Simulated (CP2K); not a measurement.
Crystal: Ba2Tl5V3O12.

```
CELL_PARAMETERS angstrom
9.31142 0.00000 0.00000
-0.26420 9.30767 0.00000
-1.40068 -1.44100 5.73760
ATOMIC_POSITIONS crystal
Ba 0.47917 0.52083 0.00000
Ba 0.79264 0.20736 0.00000
V 0.65694 0.94605 0.25735
V 0.05395 0.34306 0.74265
V 0.57442 0.42558 0.50000
Tl 0.49835 0.85629 0.63726
Tl 0.14371 0.50165 0.36274
Tl 0.01508 0.98492 0.50000
Tl 0.30964 0.12677 0.21892
Tl 0.87323 0.69036 0.78108
O 0.00390 0.26325 0.44275
O 0.59719 0.60676 0.67706
O 0.91333 0.42820 0.84635
O 0.52536 0.79943 0.20594
O 0.68766 0.41628 0.31356
O 0.09251 0.20316 0.88601
O 0.58372 0.31234 0.68644
O 0.79684 0.90749 0.11399
O 0.57180 0.08667 0.15365
O 0.20057 0.47464 0.79406
O 0.73675 0.99610 0.55725
O 0.39324 0.40281 0.32294
```

The cell was built by a generator and needn't be a form met in nature.

Base run:

| Quantity | Value |
| --- | --- |
| Program | CP2K 2026.2 |
| Functional | PBE |
| Potentials or basis | GTH_POTENTIALS Ba GTH-PBE-q10, V GTH-PBE-q13, Tl GTH-PBE-q13, O GTH-PBE-q6; DZVP-MOLOPT-SR-GTH basis |
| Density cutoff | 12245 eV |
| k mesh | 3 × 3 × 4 |
| Occupations | fermi-dirac, width 0.05 eV |
| Spin | collinear spin, ferromagnetic start |
| Starting moments | [0.0, 0.0, 2.0, 2.0, 2.0, 0.0, 0.0, 0.0, 0.0, 0.0, 0.0, 0.0, 0.0, 0.0, 0.0, 0.0, 0.0, 0.0, 0.0, 0.0, 0.0, 0.0] μB |

Its results: band gap on the k mesh 3.07 eV, indirect (least direct gap 3.09 eV); pressure 0.9 GPa; net moment 0.00 μB per cell.

Q: After a change of settings the same cell gave: band gap on the k mesh 3.16 eV, indirect (least direct gap 3.19 eV); pressure 2.8 GPa; net moment 0.00 μB per cell. Which change was it?
A. functional from PBE to RPBE
B. density cutoff from 12245 eV to 8163 eV; eps_default from 1.0E-10 to 1.0E-9; cutoff of the grids from 900 Ry to 600 Ry
C. functional from PBE to LDA
D. functional from PBE to PBEsol

A: A.

RPBE binds less tightly than PBE, so the same cell stands under more pressure.

Caveats: spin-orbit coupling is left out, which as a rule narrows the gap of such compounds by several tenths of an eV; an odd mesh through Γ misses points on the zone boundary, where band edges often lie; the basis of atomic orbitals isn't converged, which shifts pressures, moduli and gaps; the potentials were made for another functional, which shifts forces and pressure (some runs).

Not every run made on this cell is shown here.
